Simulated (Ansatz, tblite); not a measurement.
**The cluster Al9Sb8Cl3: one state, many levels**

The task here is to estimate one member of a computed series from the others.

Program: Ansatz 0.2.0, Gaussian basis. Level of theory: as each input shows. These are calculated values, not measurements.

The runs, in order: GFN1-xTB, GFN2-xTB, PBE-D4/def2-SVP, r2SCAN-D4/def2-SVP, ωB97M-V/def2-SVP, B2PLYP/def2-SVP, ωB97X-V/def2-SVP, PBE0-D4/def2-TZVP, PBE-D4/def2-TZVP, MP2/def2-SVP, RPA/def2-SVP.

2 further runs of the same task are left out: 1 that didn't finish, 1 set aside as unsound or not needed. Runs told in other sessions of the task aren't counted.

**The structure**

The geometry is that of the singlet, from an earlier relaxation (PBE-D4/def2-SVP).

20 atoms, charge 0, spin multiplicity 1.

Bond lengths: Sb1–Sb2 3.158 Å, Sb1–Al9 2.620 Å, Sb1–Al12 2.582 Å, Sb2–Al9 2.994 Å, Sb2–Al11 2.714 Å, Sb2–Al12 2.938 Å, Sb2–Al13 2.830 Å, Sb3–Al10 2.770 Å, Sb3–Al14 2.654 Å, Sb3–Al15 2.620 Å, Sb4–Al10 2.964 Å, Sb4–Al11 2.687 Å, Sb4–Al14 2.806 Å, Sb4–Al15 2.803 Å, Sb4–Al16 2.948 Å, Sb5–Al9 2.738 Å, Sb5–Al10 2.645 Å, Sb5–Al11 2.916 Å and more. Angles: Sb2–Sb1–Al9 61.6°, Sb2–Sb1–Al12 60.6°, Al9–Sb1–Al12 73.2°, Sb1–Sb2–Al9 50.3°, Sb1–Sb2–Al11 102.2°, Sb1–Sb2–Al12 50.0°, Sb1–Sb2–Al13 108.2°, Al9–Sb2–Al11 58.9°, Al9–Sb2–Al12 63.1°, Al9–Sb2–Al13 104.2°, Al11–Sb2–Al12 73.5°, Al11–Sb2–Al13 61.5°, Al12–Sb2–Al13 58.6°, Al10–Sb3–Al14 59.4°, Al10–Sb3–Al15 64.7°, Al14–Sb3–Al15 75.3°, Al10–Sb4–Al11 63.5°, Al10–Sb4–Al14 55.5° and more.

Sb takes a core potential in the def2 sets. No spin-orbit coupling is included.

PBE0-D4/def2-SVP was run before; its log isn't repeated, and its numbers join the tables.

Set-up of the first run:

Tight binding, by tblite at 300 K electronic temperature and without a spin-polarisation term:

```python
tblite.interface.Calculator('GFN1-xTB', numbers, positions, charge=0, uhf=0).singlepoint()
```

Tight binding, by tblite at 300 K electronic temperature and without a spin-polarisation term:

```python
tblite.interface.Calculator('GFN2-xTB', numbers, positions, charge=0, uhf=0).singlepoint()
```

start.molden holds the orbitals of an earlier run on this state, given as this run's starting guess.

in.yaml reads:

```yaml
crystal:
  periodic: [false, false, false]
  atoms:
    - {symbol: Sb, position_ang: [-1.221481, -3.425567, 3.565336]}
    - {symbol: Sb, position_ang: [1.030935, -3.082582, 1.379251]}
    - {symbol: Sb, position_ang: [-1.758029, 3.394302, -2.305944]}
    - {symbol: Sb, position_ang: [0.761143, -0.105681, -2.355640]}
    - {symbol: Sb, position_ang: [-1.910820, 0.616648, 1.484270]}
    - {symbol: Sb, position_ang: [1.800953, 0.696881, 4.162035]}
    - {symbol: Sb, position_ang: [2.127609, 3.340634, 0.490189]}
    - {symbol: Sb, position_ang: [4.166404, -1.261481, 0.059463]}
    - {symbol: Al, position_ang: [-1.802997, -2.117276, 1.371488]}
    - {symbol: Al, position_ang: [-1.756636, 0.880727, -1.142567]}
    - {symbol: Al, position_ang: [0.357135, -0.718687, 0.229505]}
    - {symbol: Al, position_ang: [0.229656, -1.290204, 3.565187]}
    - {symbol: Al, position_ang: [2.547082, -0.782749, 2.028523]}
    - {symbol: Al, position_ang: [-1.265696, 1.230786, -3.762099]}
    - {symbol: Al, position_ang: [0.576390, 2.547497, -1.469843]}
    - {symbol: Al, position_ang: [2.654068, 0.819486, -0.293002]}
    - {symbol: Al, position_ang: [0.731420, 1.423725, 1.776751]}
    - {symbol: Cl, position_ang: [-3.117324, -2.857386, -0.146974]}
    - {symbol: Cl, position_ang: [-2.980513, -0.213914, -2.765998]}
    - {symbol: Cl, position_ang: [-1.186199, 0.854340, -5.846429]}
basis:
  gaussian: {orbitals: def2-SVP, fitting: {mean_field: def2-universal-jkfit}, initial_orbitals: start.molden}
hamiltonian: {xc: pbe, dispersion: d4}
scf: {omitted_lower_state_checks: [starts]}
output: {orbitals: {seedname: orbitals}}
```

Launch:

```
$ ansatz run in.yaml --threads 2 --pin off --events-out ev --progress --plain --max-ram 31744MiB --backend cuda --devices 0, --max-vram 18GiB
```

Steps of the session up to this table: PBE-D4/def2-SVP; r2SCAN-D4/def2-SVP; ωB97M-V/def2-SVP; B2PLYP/def2-SVP; ωB97X-V/def2-SVP; PBE0-D4/def2-TZVP; PBE-D4/def2-TZVP; MP2/def2-SVP; RPA/def2-SVP.

One table of the session follows, with a row left open; its other results are not shown here.

It belongs to the step «Binding energy». 

| level | binding an atom (eV) |
| --- | --- |
| HF/def2-SVP | 1.520 |
| PBE-D4/def2-SVP | 3.099 |
| PBE-D4/def2-TZVP | 3.092 |
| r2SCAN-D4/def2-SVP | 2.987 |
| PBE0-D4/def2-SVP | 3.007 |
| PBE0-D4/def2-TZVP | 3.014 |
| ωB97X-V/def2-SVP | 2.926 |
| ωB97M-V/def2-SVP | 2.853 |
| B2PLYP/def2-SVP | 2.661 |
| RPA/def2-SVP | ? |
| MP2/def2-SVP | 2.711 |

Estimate the missing values for RPA/def2-SVP.

The run gave: binding an atom (eV): 2.376. In the column «binding an atom (eV)» it lies between HF/def2-SVP (1.520) and B2PLYP/def2-SVP (2.661).

Caveats from the session: Free atoms were run apart at each level; binding is atoms less cluster, divided by the number of atoms, without zero-point or spin-orbit terms.
